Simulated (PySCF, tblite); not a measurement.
**C6H12N2Si: geometry, infrared bands and NMR shifts**

Aim: predict the infrared bands and NMR shifts of C6H12N2Si (`[H]/N=C/[C@H]([SiH3])/N=C(/C)C=C`).

Programs: tblite 0.8.0 and PySCF 2.14.0, with density-fitted response routines of our own. Each step states its level of theory. These are calculated values for one molecule in the gas phase, unless marked as measured. Atoms count from 0, in the outputs and in this text.

## 1. The molecule as given

21 atoms, charge 0, multiplicity 1; geometry from: force field or distance geometry start.

Bonds of the start (Å): C0–C1 1.35, C1–C2 1.50, C2–C3 1.50, C2–N4 1.30, N4–C5 1.48, C5–Si6 1.88, C5–C7 1.52, C7–N8 1.29, C0–H9 1.08, C0–H10 1.08, C1–H11 1.08, C3–H12 1.08, C3–H13 1.10, C3–H14 1.10, C5–H15 1.09, Si6–H16 1.48, Si6–H17 1.48, Si6–H18 1.50, C7–H19 1.11, N8–H20 1.04.

## 2. Optimising the geometry with GFN2-xTB

Job settings and geometry (Å):

```
{"job": {"kind": "relax", "xc": "GFN2-xTB", "basis": "xTB"}, "charge": 0, "multiplicity": 1}
C      2.917900     1.067900    -0.050300
C      1.588700     0.835600     0.004300
C      1.002600    -0.544900     0.045400
C      1.925000    -1.709200     0.263100
N     -0.251900    -0.841100    -0.098800
C     -1.272400     0.189600    -0.372700
Si    -2.717700    -0.597800    -1.274100
C     -1.679500     0.765600     0.972300
N     -1.523100     2.010900     1.251400
H      3.268100     2.093500    -0.057200
H      3.654300     0.286000    -0.100000
H      0.907600     1.670300     0.056600
H      2.540300    -1.870800    -0.606000
H      1.355100    -2.630400     0.454400
H      2.558300    -1.524300     1.144300
H     -0.888400     0.987900    -1.005200
H     -2.295600    -1.199500    -2.562200
H     -3.766000     0.408100    -1.568800
H     -3.357000    -1.652000    -0.427700
H     -2.110600     0.070700     1.720900
H     -1.864600     2.200700     2.209900
```

Launch:

```bash
> OMP_NUM_THREADS=1 python probes_run.py task.json out
```

This one command runs all jobs of the session in turn.

What it wrote:

```text
step      E/eV     max force
  0    -719.53960    1.862
  1    -719.66190    1.492
  2    -719.70745    0.474
  3    -719.72311    0.397
  4    -719.74068    0.390
  5    -719.75441    0.269
  6    -719.76700    0.230
  7    -719.77422    0.207
  8    -719.77808    0.170
  9    -719.77979    0.126
 10    -719.78127    0.086
 11    -719.78399    0.125
 12    -719.78670    0.130
 13    -719.78874    0.108
 14    -719.79001    0.068
 15    -719.79120    0.092
 16    -719.79252    0.103
 17    -719.79375    0.094
 18    -719.79483    0.069
 19    -719.79601    0.102
 20    -719.79755    0.117
 21    -719.79944    0.144
 22    -719.80138    0.120
 23    -719.80332    0.103
 24    -719.80546    0.126
 25    -719.80771    0.130
 26    -719.80973    0.120
 27    -719.81147    0.105
 28    -719.81327    0.119
 29    -719.81554    0.120
 30    -719.81817    0.127
 31    -719.82049    0.101
 32    -719.82229    0.078
 33    -719.82388    0.107
 34    -719.82490    0.204
 35    -719.82627    0.094
 36    -719.82726    0.062
 37    -719.82861    0.072
 38    -719.82945    0.095
 39    -719.83074    0.091
 40    -719.83173    0.072
 41    -719.83264    0.071
 42    -719.83357    0.100
 43    -719.83476    0.112
 44    -719.83596    0.085
 45    -719.83713    0.097
 46    -719.83831    0.105
 47    -719.83936    0.092
 48    -719.84006    0.104
 49    -719.84050    0.062
 50    -719.84091    0.047
 51    -719.84152    0.065
 52    -719.84195    0.074
 53    -719.84256    0.062
 54    -719.84304    0.053
 55    -719.84365    0.059
 56    -719.84425    0.068
 57    -719.84475    0.069
 58    -719.84506    0.065
 59    -719.84534    0.055
 60    -719.84569    0.053
 61    -719.84611    0.063
 62    -719.84647    0.069
 63    -719.84674    0.063
 64    -719.84699    0.047
 65    -719.84723    0.048
 66    -719.84746    0.038
 67    -719.84766    0.038
 68    -719.84786    0.039
 69    -719.84809    0.037
 70    -719.84835    0.035
 71    -719.84859    0.034
 72    -719.84881    0.035
 73    -719.84903    0.031
 74    -719.84927    0.036
 75    -719.84956    0.039
 76    -719.84991    0.052
 77    -719.85035    0.056
 78    -719.85084    0.050
 79    -719.85132    0.046
 80    -719.85177    0.048
 81    -719.85228    0.051
 82    -719.85292    0.064
 83    -719.85354    0.071
 84    -719.85405    0.042
 85    -719.85444    0.039
 86    -719.85484    0.053
 87    -719.85546    0.076
 88    -719.85649    0.078
 89    -719.85768    0.083
 90    -719.85889    0.083
 91    -719.85998    0.084
 92    -719.86119    0.121
 93    -719.86216    0.095
 94    -719.86326    0.076
 95    -719.86423    0.081
 96    -719.86518    0.098
 97    -719.86677    0.114
 98    -719.86852    0.096
 99    -719.87011    0.080
100    -719.87076    0.068
101    -719.87167    0.048
102    -719.87242    0.079
103    -719.87302    0.070
104    -719.87362    0.116
105    -719.87439    0.125
106    -719.87571    0.082
107    -719.87727    0.080
108    -719.87888    0.095
109    -719.88018    0.100
110    -719.88120    0.099
111    -719.88231    0.096
112    -719.88402    0.081
113    -719.88760    0.113
114    -719.89045    0.093
115    -719.89270    0.144
116    -719.89499    0.162
117    -719.89694    0.224
118    -719.89882    0.116
119    -719.90023    0.090
120    -719.90185    0.087
121    -719.90276    0.122
122    -719.90392    0.137
123    -719.90476    0.073
124    -719.90545    0.061
125    -719.90600    0.054
126    -719.90648    0.068
127    -719.90698    0.072
128    -719.90774    0.067
129    -719.90885    0.068
130    -719.91028    0.088
131    -719.91171    0.068
132    -719.91273    0.066
133    -719.91349    0.065
134    -719.91426    0.069
135    -719.91521    0.093
136    -719.91623    0.061
137    -719.91706    0.065
138    -719.91791    0.067
139    -719.91931    0.110
140    -719.92135    0.144
141    -719.92335    0.105
142    -719.92464    0.079
143    -719.92544    0.077
144    -719.92608    0.072
145    -719.92685    0.096
146    -719.92786    0.083
147    -719.92881    0.080
148    -719.92950    0.091
149    -719.93050    0.094
150    -719.93158    0.072
151    -719.93260    0.074
152    -719.93336    0.091
153    -719.93415    0.082
154    -719.93476    0.053
155    -719.93508    0.043
156    -719.93536    0.037
157    -719.93560    0.033
158    -719.93585    0.034
159    -719.93607    0.030
160    -719.93626    0.026
161    -719.93638    0.023
162    -719.93651    0.021
163    -719.93661    0.019
164    -719.93668    0.017
165    -719.93675    0.017
166    -719.93680    0.018
167    -719.93684    0.014
168    -719.93689    0.013
169    -719.93694    0.016
170    -719.93700    0.024
171    -719.93709    0.028
172    -719.93719    0.026
173    -719.93729    0.020
174    -719.93741    0.027
175    -719.93754    0.026
176    -719.93765    0.022
177    -719.93772    0.024
178    -719.93778    0.018
179    -719.93782    0.020
180    -719.93786    0.017
181    -719.93791    0.013
182    -719.93796    0.013
183    -719.93800    0.017
184    -719.93804    0.020
185    -719.93809    0.021
186    -719.93814    0.018
187    -719.93820    0.019
188    -719.93828    0.024
189    -719.93836    0.026
190    -719.93843    0.020
191    -719.93847    0.017
192    -719.93851    0.016
193    -719.93853    0.013
194    -719.93855    0.009
```

Wall time 2.9 s (1 thread of Arm Neoverse N1, shared host); peak memory 0.18 GiB.

Step by step: (not every step is listed)

```
step  energy from step 0 (eV)  largest force (eV/Å)
   0                   0.0000                1.8621
   1                  -0.1223                1.4924
   2                  -0.1679                0.4737
   3                  -0.1835                0.3974
   4                  -0.2011                0.3895
   5                  -0.2148                0.2691
   6                  -0.2274                0.2297
   7                  -0.2346                0.2065
   8                  -0.2385                0.1704
  26                  -0.2701                0.1204
  44                  -0.2964                0.0854
  62                  -0.3069                0.0692
  80                  -0.3122                0.0480
  98                  -0.3289                0.0964
 116                  -0.3554                0.1623
 134                  -0.3747                0.0695
 152                  -0.3938                0.0914
 170                  -0.3974                0.0242
 188                  -0.3987                0.0243
 189                  -0.3988                0.0260
 190                  -0.3988                0.0197
 191                  -0.3989                0.0168
 192                  -0.3989                0.0163
 193                  -0.3989                0.0133
 194                  -0.3990                0.0095
```

Close pairs (by a distance rule), those that changed most:

```
   bond  before (Å)  after (Å)  change (Å)
 C5–Si6       1.877      1.939      +0.063
  N4–C5       1.476      1.414      -0.062
  C5–C7       1.519      1.478      -0.040
  C1–C2       1.500      1.463      -0.037
Si6–H18       1.495      1.461      -0.035
  C7–N8       1.286      1.259      -0.027
  C2–N4       1.297      1.272      -0.025
Si6–H17       1.482      1.459      -0.023
```

The next job starts from the end point, and lists it.

## 3. Vibrational analysis with GFN2-xTB

Job settings and geometry (Å):

```
{"job": {"kind": "ir", "xc": "GFN2-xTB", "basis": "xTB"}, "charge": 0, "multiplicity": 1}
C      2.978288     0.571353    -0.917871
C      1.687040     0.559722    -0.604364
C      1.027207    -0.466555     0.203193
C      1.848122    -1.640152     0.656781
N     -0.192414    -0.469180     0.566005
C     -1.151260     0.523963     0.260491
Si    -2.070660    -0.084231    -1.335076
C     -2.171784     0.588692     1.328183
N     -2.872950     1.621740     1.489967
H      3.401802     1.356117    -1.522838
H      3.663748    -0.189343    -0.586031
H      1.054228     1.357000    -0.971517
H      2.286678    -2.151541    -0.197909
H      1.210547    -2.330493     1.200702
H      2.651523    -1.307852     1.312037
H     -0.766486     1.532251     0.064034
H     -1.059585    -0.139624    -2.394166
H     -3.130522     0.874426    -1.631010
H     -2.594577    -1.423426    -1.079135
H     -2.248522    -0.333801     1.918751
H     -3.559345     1.567876     2.239302
```

What it wrote:

```text
mode    cm-1     km/mol
  1      32.0      0.44
  2      64.9      0.61
  3      84.2      4.13
  4      99.9      1.02
  5     123.8      0.84
  6     139.7      2.28
  7     201.0      2.04
  8     213.8     16.24
  9     275.7      0.75
 10     310.9      7.45
 11     348.5     12.27
 12     377.1      4.20
 13     397.5      4.07
 14     512.4     33.13
 15     544.5     35.54
 16     551.6      8.16
 17     587.6     18.60
 18     638.3     82.07
 19     688.3      6.58
 20     749.4    157.00
 21     761.9    366.71
 22     783.6    249.40
 23     798.5      9.87
 24     824.6      0.61
 25     896.7      8.27
 26     975.7     10.79
 27    1003.5      2.10
 28    1005.5     26.59
 29    1012.8      6.49
 30    1018.1     41.31
 31    1040.6     23.62
 32    1083.7     60.54
 33    1141.8     93.50
 34    1206.0     24.88
 35    1258.9     15.92
 36    1265.6     33.41
 37    1313.2      6.31
 38    1365.7     38.72
 39    1381.9     11.51
 40    1410.2      2.59
 41    1473.8      3.17
 42    1476.1      5.51
 43    1649.8      4.77
 44    1674.1      4.05
 45    1710.5    228.13
 46    2254.2    252.88
 47    2296.6    217.11
 48    2307.1    297.67
 49    2846.6     83.56
 50    2869.1     80.50
 51    3013.3     21.37
 52    3021.5     20.37
 53    3064.0     10.17
 54    3064.6     34.22
 55    3102.1     20.89
 56    3130.5     34.26
 57    3336.9     31.38
```

Wall time 1.5 s (1 thread of Arm Neoverse N1, shared host); peak memory 0.18 GiB.

Which atoms move in the most intense modes:

```
cm⁻¹  km/mol                         atoms
 749   157.0  H17 58 %, H16 22 %, H18 16 %
 762   366.7  H18 32 %, H17 31 %, H16 30 %
 784   249.4            H18 48 %, H16 44 %
1142    93.5    N4 27 %, C5 24 %, H15 22 %
1710   228.1              C7 58 %, N8 36 %
2254   252.9                      H16 97 %
2297   217.1                      H18 95 %
2307   297.7                      H17 95 %
```

## 4. Shielding tensors: PBE0/pcSseg-1

Same as in step 3 but for these lines:

```diff
@@ -1,2 +1,2 @@
-{"job": {"kind": "ir", "xc": "GFN2-xTB", "basis": "xTB"}, "charge": 0, "multiplicity": 1}
+{"job": {"kind": "nmr", "xc": "PBE0", "basis": "pcSseg-1"}, "charge": 0, "multiplicity": 1}
 C      2.978288     0.571353    -0.917871
```

With the program's defaults for keys left out, this is: GIAO PBE0/pcSseg-1 NMR shielding, non-relativistic, gas phase.

What it wrote:

```text
coarse grid: 17704 points
cycle   1  E = -634.0827590142  dE =  1.074e+00  |g| = 5.108e-01  |ddm| = 4.215e+00
cycle   2  E = -634.0373322716  dE =  4.543e-02  |g| = 7.015e-01  |ddm| = 1.388e+00
cycle   3  E = -634.1448055940  dE = -1.075e-01  |g| = 1.281e-01  |ddm| = 8.223e-01
cycle   4  E = -634.1483067206  dE = -3.501e-03  |g| = 3.780e-02  |ddm| = 1.253e-01
cycle   5  E = -634.1486252351  dE = -3.185e-04  |g| = 9.675e-03  |ddm| = 4.093e-02
cycle   6  E = -634.1486363133  dE = -1.108e-05  |g| = 6.572e-03  |ddm| = 1.460e-02
cycle   7  E = -634.1486463780  dE = -1.006e-05  |g| = 7.562e-04  |ddm| = 6.977e-03
cycle   8  E = -634.1486464892  dE = -1.112e-07  |g| = 2.919e-04  |ddm| = 1.032e-03
final grid: 165624 points
cycle   9  E = -634.1985147586  dE = -4.977e-05  |g| = 8.282e-03  |ddm| = 4.306e-02
cycle  10  E = -634.1985111607  dE =  3.598e-06  |g| = 9.288e-03  |ddm| = 1.866e-02
cycle  11  E = -634.1985318185  dE = -2.066e-05  |g| = 1.721e-03  |ddm| = 1.075e-02
cycle  12  E = -634.1985324843  dE = -6.658e-07  |g| = 3.855e-04  |ddm| = 1.766e-03
cycle  13  E = -634.1985325113  dE = -2.699e-08  |g| = 1.725e-04  |ddm| = 4.659e-04
cycle  14  E = -634.1985325172  dE = -5.871e-09  |g| = 5.640e-05  |ddm| = 1.997e-04
cycle  15  E = -634.1985325179  dE = -7.035e-10  |g| = 1.058e-05  |ddm| = 6.234e-05
converged SCF energy = -634.1985325179

GIAO shielding tensors (ppm)
atom      isotropic    diamagn.    paramagn.     s11        s22        s33       span
  0 C       57.408     254.124    -196.716    -54.119     57.298    169.045    223.164
  1 C       54.268     258.852    -204.584    -61.617     55.921    168.500    230.117
  2 C       23.897     256.592    -232.695    -68.263     11.986    127.967    196.230
  3 C      159.703     250.158     -90.454    142.327    150.534    186.249     43.923
  4 N     -102.130     334.324    -436.454   -405.592   -119.136    218.338    623.930
  5 C      123.608     251.546    -127.938    106.757    125.598    138.467     31.710
  6 Si     409.003     881.250    -472.247    353.800    414.960    458.247    104.447
  7 C        3.836     250.951    -247.115    -98.710      5.466    104.751    203.461
  8 N      -78.012     314.672    -392.684   -412.990    -57.046    235.999    648.989
  9 H       25.775      29.036      -3.260     23.706     24.789     28.832      5.126
 10 H       25.821      31.443      -5.621     23.053     24.604     29.806      6.753
 11 H       24.771      35.467     -10.696     21.669     22.088     30.556      8.886
 12 H       29.459      30.861      -1.402     26.236     28.441     33.700      7.464
 13 H       29.518      30.801      -1.283     25.695     28.931     33.928      8.233
 14 H       29.403      30.324      -0.921     25.877     28.280     34.052      8.175
 15 H       26.633      34.445      -7.812     23.187     27.874     28.838      5.651
 16 H       28.060      30.788      -2.728     24.380     27.653     32.148      7.768
 17 H       27.728      29.652      -1.924     24.430     25.709     33.046      8.616
 18 H       27.779      30.101      -2.323     24.955     26.447     31.934      6.979
 19 H       22.757      31.666      -8.909     21.076     22.629     24.564      3.488
 20 H       21.028      27.713      -6.685     13.441     24.569     25.074     11.633
```

Run time: 89 s. Hardware: 1 thread of Arm Neoverse N1, shared host; peak memory 0.99 GiB.

The references, computed at this level on geometries of the same kind, shield at (ppm): ¹H TMS 31.72, ¹³C TMS 186.9, ²⁹Si TMS 349.2, ¹⁵N NH3 267.7. Their shielding less the atom's gives the shift. The references are single molecules in the gas phase, so shifts against H2O, NH3, PH3, H3PO4 or CFCl3 are not on the usual liquid scales and can be off by tens of ppm. Atoms listed in one row are averaged.

```
        atoms                              environment  σ (ppm)  δ (ppm)
           C7                 carbon bonded to C, N, H      3.8    183.1
           C2                  carbon bonded to 2 C, N     23.9    163.0
           C1                  carbon bonded to 2 C, H     54.3    132.7
           C0                  carbon bonded to C, 2 H     57.4    129.5
           C5             carbon bonded to C, N, Si, H    123.6     63.3
           C3                  carbon bonded to C, 3 H    159.7     27.2
          H20       hydrogen on a nitrogen bonded to C    21.03    10.69
          H19      hydrogen on a carbon bonded to C, N    22.76     8.96
          H11       hydrogen on a carbon bonded to 2 C    24.77     6.95
           H9         hydrogen on a carbon bonded to C    25.78     5.94
          H10         hydrogen on a carbon bonded to C    25.82     5.90
          H15  hydrogen on a carbon bonded to C, N, Si    26.63     5.08
H16, H17, H18        hydrogen on a silicon bonded to C    27.86     3.86
H12, H13, H14         hydrogen on a carbon bonded to C    29.46     2.26
           N4                   nitrogen bonded to 2 C   -102.1    369.9
           N8                  nitrogen bonded to C, H    -78.0    345.7
          Si6                 silicon bonded to C, 3 H    409.0    -59.8
```

The run also stored atomic charges by several schemes (e):

```
atoms  Mulliken    IAO  Hirshfeld  ESP fit
   C0     -0.10  -0.29      -0.08    -0.39
   C1     -0.21  -0.18      -0.05    -0.33
   C2      0.00   0.16       0.08     0.75
   C3     -0.19  -0.44      -0.13    -0.60
   N4     -0.43  -0.29      -0.14    -0.66
   C5     -0.31  -0.28      -0.07    -0.05
  Si6      0.54   0.62       0.32     0.27
   C7      0.07   0.05       0.04     0.50
   N8     -0.34  -0.46      -0.24    -0.79
```

Mayer bond orders: C0–C1 1.93, C1–C2 1.03, C2–C3 1.04, C2–N4 1.87, N4–C5 0.96, C5–Si6 0.81, C5–C7 0.98, C7–N8 2.02.

The fields below are evaluated on a grid from the run's orbitals.

Frontier orbitals at PBE0/pcSseg-1, with the share of their density that lies nearest to each atom:

```
orbital  energy (eV)                                       lies on
   HOMO        -7.00  N8 20 %; N4 14 %; C0, C2, C5 about 11 % each
   LUMO        -1.43      C0 23 %; N4 21 %; C1, C2 about 15 % each
```

ELF in a plane through or near 7 of the atoms.

Ten even steps from ' ' (0.00) to '@' (1.00):
```
                                                        
                                                        
                                                        
                                                        
              **%%--              ::**++..              
            ++@@@@@@--      --    %%@@@@++              
            ++@@@@@@==..  --**--  %%@@@@++              
              **%%**--==++**##==  ++####==......        
                ....==++##%%**++==##..::**--::..        
        ##@@@@##....**##++++****::@@##**%%++::          
        @@@@@@@@====**%%==..--++--++++--++**--..        
        ++@@@@==::%%##..++  ::%%%%++..  ..--..          
          ::++..::%%--%%@@**  ####--                    
          ::##@@##--==@@@@%%                            
          ==@@@@##  ..##@@**            ..              
          ..**##--      ..                              
              ..                                        
                                                        
                                                        
                                                        
```
The map spans 13.4 Å across and 9.8 Å up, centred on the molecule. Atoms in the plane (x, y in Å): C0 (-2.9, -1.1), C1 (-1.6, -0.8), C5 (1.3, -0.1), C7 (2.4, 0.8), H10 (-3.7, -0.3), H11 (-0.9, -1.6), H14 (-2.6, 1.8).

On the surface of density 0.002 e/bohr³ the electrostatic potential runs, from the 1st to the 99th percentile, from -1.75 V near N8 to 1.14 V near H20.

## 5. What came out

| quantity | value |
| --- | --- |
| strongest single infrared mode (GFN2-xTB) | 762 cm⁻¹, 367 km/mol |
| zero-point energy (GFN2-xTB) | 101.2 kcal/mol |
| ¹³C shifts against TMS (PBE0/pcSseg-1) | 183.1, 163.0, 132.7, 129.5, 63.3, 27.2 ppm |
| ¹H shifts against TMS (PBE0/pcSseg-1, means over atoms taken as alike) | 10.69, 8.96, 6.95, 5.94, 5.90, 5.08, 3.86, 2.26 ppm |
| ¹⁵N shifts against NH3 (PBE0/pcSseg-1) | 369.9, 345.7 ppm |
| ²⁹Si shifts against TMS (PBE0/pcSseg-1) | -59.8 ppm |
| surface potential, 1st and 99th percentile | -1.75 V and 1.14 V |

Over 194 steps the energy fell by 0.399 eV; of the close pairs, C5–Si6 changed most, 1.877 to 1.939 Å. All 57 modes are real, so the xTB geometry is a minimum. The strongest single mode, at 762 cm⁻¹, has its largest shares on H18, H17 and H16 (the list is cut at 3 atoms). Unscaled tight-binding wavenumbers are off by several per cent, some by more. Its intensities can rank the bands wrongly. At PBE0/pcSseg-1, counted by nearest atom on the grid, the HOMO lies on N8 20 %; N4 14 %, the LUMO on C0 23 %; N4 21 %.
